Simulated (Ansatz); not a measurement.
## Molecular dynamics of LiCaVF6

The input (input.yaml):

```yaml
accuracy: low
crystal:
  lattice:
    - [5.261098, 0.0, 0.0]
    - [-2.630549, 4.556244, 0.0]
    - [0.0, 0.0, 9.995435]
  atoms:
    - { symbol: Li, position: [0.34428758, 0.74449994, 0.78013959] }
    - { symbol: Li, position: [0.64331878, 0.31670461, 0.23805973] }
    - { symbol: Ca, position: [-0.00375998, -0.04713539, 0.47678761] }
    - { symbol: Ca, position: [-0.02229627, 0.00045382, -0.00583244] }
    - { symbol: V, position: [0.64644071, 0.30624159, 0.75636945], spin: 1.5 }
    - { symbol: V, position: [0.34492207, 0.66581837, 0.23672057], spin: 1.5 }
    - { symbol: F, position: [0.68816095, 0.05545021, 0.6408858] }
    - { symbol: F, position: [0.4054064, 1.02959677, 0.35239749] }
    - { symbol: F, position: [0.97482179, 0.66955778, 0.63297745] }
    - { symbol: F, position: [0.64268432, 0.63587412, 0.84760846] }
    - { symbol: F, position: [0.02366557, 0.41364326, 0.36380838] }
    - { symbol: F, position: [0.24769342, 0.26847771, 0.17789037] }
    - { symbol: F, position: [0.30340117, 0.25717117, 0.64595337] }
    - { symbol: F, position: [0.92987677, 0.35153533, 0.89152137] }
    - { symbol: F, position: [0.7066676, 0.68331243, 0.29274999] }
    - { symbol: F, position: [0.10553354, 0.74894733, 0.14866242] }
    - { symbol: F, position: [0.30750938, -0.00310205, 0.86791371] }
    - { symbol: F, position: [0.65721532, 1.01071434, 0.14117945] }
magnetization:
  spin_polarized: true
basis:
  ecutwfc: 420.0
kpoints:
  mp_grid: { grid: [2, 2, 1] }
hamiltonian:
  xc: lda
scf:
  occupations: { method: fermi_dirac, width: 0.05 }
  lower_state_search: "off"
md:
  timestep: 1
  n_steps: 100
  ensemble: nve
  temperature: 1950.0
  initial_velocities: maxwell_boltzmann
  seed: 893641
```

Launched with:

```bash
$ ansatz run input.yaml --threads 1 --pin off --max-ram 3072MiB --backend cpu --events-out ev --progress --plain --runs-dir out
```

It goes on from the last frame of an earlier run, with new velocities.

Output, in part (step lines):

```
md step     0: t =     0.00 fs  T =  1950.0 K  F+E_penalty+E_count = -19216.25321662 eV  E_kin = 4.284969 eV  conserved = -19211.96824765 eV  (31 SCF iters)
md step     1: t =     1.00 fs  T =  1939.2 K  F+E_penalty+E_count = -19216.22938655 eV  E_kin = 4.261138 eV  conserved = -19211.96824863 eV  (14 SCF iters)
md step     2: t =     2.00 fs  T =  1923.0 K  F+E_penalty+E_count = -19216.19383547 eV  E_kin = 4.225601 eV  conserved = -19211.96823483 eV  (15 SCF iters)
md step     3: t =     3.00 fs  T =  1901.5 K  F+E_penalty+E_count = -19216.14649064 eV  E_kin = 4.178286 eV  conserved = -19211.96820503 eV  (16 SCF iters)
md step     4: t =     4.00 fs  T =  1874.7 K  F+E_penalty+E_count = -19216.08758706 eV  E_kin = 4.119429 eV  conserved = -19211.96815854 eV  (15 SCF iters)
md step     5: t =     5.00 fs  T =  1842.9 K  F+E_penalty+E_count = -19216.01766200 eV  E_kin = 4.049569 eV  conserved = -19211.96809291 eV  (13 SCF iters)
md step     6: t =     6.00 fs  T =  1806.5 K  F+E_penalty+E_count = -19215.93754090 eV  E_kin = 3.969529 eV  conserved = -19211.96801152 eV  (14 SCF iters)
md step     7: t =     7.00 fs  T =  1765.9 K  F+E_penalty+E_count = -19215.84831474 eV  E_kin = 3.880395 eV  conserved = -19211.96791971 eV  (15 SCF iters)
[... lines left out ...]
md step   100: t =   100.00 fs  T =  1504.0 K  F+E_penalty+E_count = -19215.27201385 eV  E_kin = 3.305002 eV  conserved = -19211.96701149 eV  (12 SCF iters)
```

The steps, from the saved trajectory:

```tsv
time (fs)	T (K)	potential energy less start (eV)	conserved less start (meV/atom)
0.0	1950	0.000	0.00
3.0	1901	0.107	0.00
6.0	1806	0.316	0.01
9.0	1675	0.605	0.03
12.0	1525	0.935	0.05
15.0	1377	1.259	0.07
18.0	1253	1.534	0.08
21.0	1166	1.724	0.08
24.0	1127	1.810	0.08
27.0	1131	1.800	0.06
30.0	1165	1.725	0.04
33.0	1215	1.615	0.04
36.0	1276	1.482	0.03
39.0	1341	1.339	0.01
42.0	1392	1.227	0.00
45.0	1417	1.172	0.02
48.0	1429	1.146	0.04
51.0	1453	1.094	0.05
54.0	1497	0.996	0.04
57.0	1551	0.878	0.03
60.0	1596	0.778	0.02
63.0	1617	0.731	0.01
66.0	1607	0.753	0.02
69.0	1570	0.836	0.03
72.0	1518	0.950	0.05
75.0	1472	1.052	0.06
78.0	1452	1.097	0.07
81.0	1470	1.056	0.07
84.0	1523	0.940	0.05
87.0	1584	0.805	0.01
90.0	1615	0.737	-0.02
93.0	1589	0.793	-0.01
96.0	1527	0.931	0.05
99.0	1497	0.996	0.08
```

All steps were run. The conserved energy stayed within 0.085 meV per atom of its start (net change 0.069 meV per atom), so the integration is sound. A run of 0.1 ps of so small a system gives no equilibrium averages. No Hubbard correction was used and the magnetic state wasn't searched. Limits of this set-up: coarse k mesh, low accuracy level.

Mean squared displacements from the first frame to the last, about the centre of mass: Li 0.77 Å², Ca 0.11 Å², V 0.02 Å², F 0.51 Å².

Last frame:

```xyz
18
Lattice="5.2611 0.0000 0.0000 -2.6305 4.5562 0.0000 0.0000 0.0000 9.9954" Properties=species:S:1:pos:R:3
Li 0.060 2.743 8.472
Li 2.566 1.208 3.126
Ca -0.095 -0.001 5.018
Ca 0.021 -0.206 -0.045
V 2.716 1.460 7.396
V 0.049 3.004 2.404
F 3.575 0.452 5.950
F -0.827 4.290 3.899
F 3.285 2.739 6.288
F 1.982 2.649 8.525
F -0.973 1.606 3.256
F 0.689 2.505 0.623
F 0.956 1.605 6.608
F 4.212 1.718 8.552
F 1.334 2.891 3.862
F -1.627 2.999 1.573
F 1.923 0.019 8.541
F 0.656 4.633 1.591
```

The run took 21 min on 1 thread of AMD EPYC 7R43 64-Core Processor (Zen 3) (shared host), peak memory 0.65 GiB.
